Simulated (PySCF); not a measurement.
# B3LYP/6-31G(d) (spherical functions) run of C2H4B2S (SMILES BSBC#C)

Aim: the vertical singlet–triplet gap of C2H4B2S at B3LYP/6-31G* (spherical functions), from 2 runs. The job is set up through a Python script.

The results are computed with PySCF 2.14.0.

## Step 1: The system as given

C2H4B2S: 9 atoms, total charge 0, spin state singlet. SMILES: `BSBC#C`. Geometry: relaxed at GFN2-xTB. This is one conformer, not always the lowest.

Bond lengths: B1–S2 1.770 Å, S2–B3 1.802 Å, B3–C4 1.499 Å, C4–C5 1.207 Å, B1–H6 1.167 Å, B1–H7 1.168 Å, B3–H8 1.169 Å, C5–H9 1.052 Å. Angles: B1–S2–B3 104.8°, S2–B3–C4 118.9°, B3–C4–C5 179.6°, S2–B1–H6 117.1°, S2–B1–H7 120.9°, S2–B3–H8 120.0°, C4–B3–H8 121.1°, C4–C5–H9 179.9°, H6–B1–H7 122.0°.

## Step 2: A single-point energy at B3LYP/6-31G(d) (spherical functions)

File job.py:

```python
from pyscf import gto, dft

system = gto.Mole()
system.atom = '''
B      1.161010     3.056254     3.236213
S     -0.772048     2.264799     0.625008
B      0.233532    -0.857520    -0.287956
C     -1.031772    -2.113054    -2.488939
C     -2.043191    -3.136775    -4.257364
H      0.837205     5.030829     4.162727
H      2.690743     1.652169     3.981974
H      1.848398    -1.870281     0.830213
H     -2.923898    -4.026421    -5.801856
'''
system.spin = 0
system.unit = 'bohr'
system.max_memory = 1860
system.verbose = 3
system.basis = '6-31g*'
system.build()

calc0 = dft.RKS(system, xc='b3lyp')
calc0.conv_tol = 1e-10
calc0.grids.level = 2
calc0.kernel()
if not calc0.converged:
    calc0 = calc0.newton().run(calc0.mo_coeff, calc0.mo_occ)

energy = calc0.e_tot
print(f'total energy: {energy:.8f} hartree')
```

Command:

```bash
$ OMP_NUM_THREADS=1 python job.py
```

What it wrote:

```text
converged SCF energy = -526.473693050077
total energy: -526.47369305 hartree
```

It took 12 s on 1 thread of Arm Neoverse V1, shared host; peak memory 0.39 GiB.

## Step 3: The triplet, same level

File run.py:

```python
from pyscf import gto, dft

mol = gto.M(
    atom=[
    ('B', (0.614380, 1.617300, 1.712530)),
    ('S', (-0.408550, 1.198480, 0.330740)),
    ('B', (0.123580, -0.453780, -0.152380)),
    ('C', (-0.545990, -1.118180, -1.317090)),
    ('C', (-1.081210, -1.659910, -2.252900)),
    ('H', (0.443030, 2.662200, 2.202820)),
    ('H', (1.423880, 0.874290, 2.107170)),
    ('H', (0.978130, -0.989710, 0.439330)),
    ('H', (-1.547260, -2.130690, -3.070210)),
],
    max_memory=1860,
    spin=2,
    basis='6-31g*',
    charge=0,
    verbose=3,
)

calc0 = dft.UKS(mol, xc='b3lyp')
calc0.grids.level = 2
calc0.conv_tol = 1e-10
calc0.kernel()
if not calc0.converged:
    calc0 = calc0.newton().run(calc0.mo_coeff, calc0.mo_occ)

e_final = calc0.e_tot
print('E = %.10f Eh' % e_final)
```

Command:

```bash
$ OMP_NUM_THREADS=1 python run.py
```

What it wrote:

```text
WARN: HOMO -0.14986763655755 >= LUMO -0.326844112524029

WARN: HOMO -0.108273590428419 >= LUMO -0.212414947840021

WARN: HOMO -0.138765610751401 >= LUMO -0.235660975104812

WARN: HOMO -0.143384224688116 >= LUMO -0.23455116445009

WARN: HOMO -0.145503823844868 >= LUMO -0.239042052312747

WARN: HOMO -0.146439373017322 >= LUMO -0.236992132616109

WARN: HOMO -0.14607350215855 >= LUMO -0.235820224882547

WARN: HOMO -0.146954787771089 >= LUMO -0.23598266427504

WARN: HOMO -0.147090024681899 >= LUMO -0.235783943448502

WARN: HOMO -0.147024754799649 >= LUMO -0.235769019251018

WARN: HOMO -0.147061122235637 >= LUMO -0.235763560562389

WARN: HOMO -0.147105831178469 >= LUMO -0.235768147128425

WARN: HOMO -0.147081061053372 >= LUMO -0.235762021736494

WARN: HOMO -0.147086615696039 >= LUMO -0.235762176002786

WARN: HOMO -0.147089189946661 >= LUMO -0.235763362931225

WARN: HOMO -0.147089251657907 >= LUMO -0.235763775906678

WARN: HOMO -0.14708974253252 >= LUMO -0.235763606838411

WARN: HOMO -0.147090016725248 >= LUMO -0.235763782867889

WARN: HOMO -0.147091574383854 >= LUMO -0.235763324495103

WARN: HOMO -0.147090440105816 >= LUMO -0.235762409409438

WARN: HOMO -0.147090737027932 >= LUMO -0.235761113475597

WARN: HOMO -0.147090976608331 >= LUMO -0.235761767974551

WARN: HOMO -0.147090983549782 >= LUMO -0.235762401492637

WARN: HOMO -0.147090793129935 >= LUMO -0.235762114716237

converged SCF energy = -526.33136821123  <S^2> = 2.013075  2S+1 = 3.008704
E = -526.3313682112 Eh
```

Wall time 28 s (1 thread of Arm Neoverse V1, shared host); peak memory 0.38 GiB.

## Step 4: Summary of results

At B3LYP/6-31G* (spherical functions):

```
                                        quantity          value
                           singlet: total energy  -526.47369 Eh
                          singlet: dipole moment         1.23 D
                            singlet: HOMO energy       -7.71 eV
                            singlet: LUMO energy       -2.41 eV
                          singlet: HOMO–LUMO gap        5.30 eV
                           triplet: total energy  -526.33137 Eh
                          triplet: dipole moment         2.99 D
     triplet: HOMO energy (highest over α and β)       -4.00 eV
                                   triplet: ⟨S²⟩          2.013
vertical energy of the triplet above the singlet       3.873 eV
```

What this shows: At this shape the triplet lies 3.87 eV (89 kcal/mol) above the singlet. Mulliken charges (singlet) run from -0.21 on C5 to +0.20 on H9. Mulliken charges (triplet) run from -0.29 on B3 to +0.22 on H9; they depend strongly on the basis.
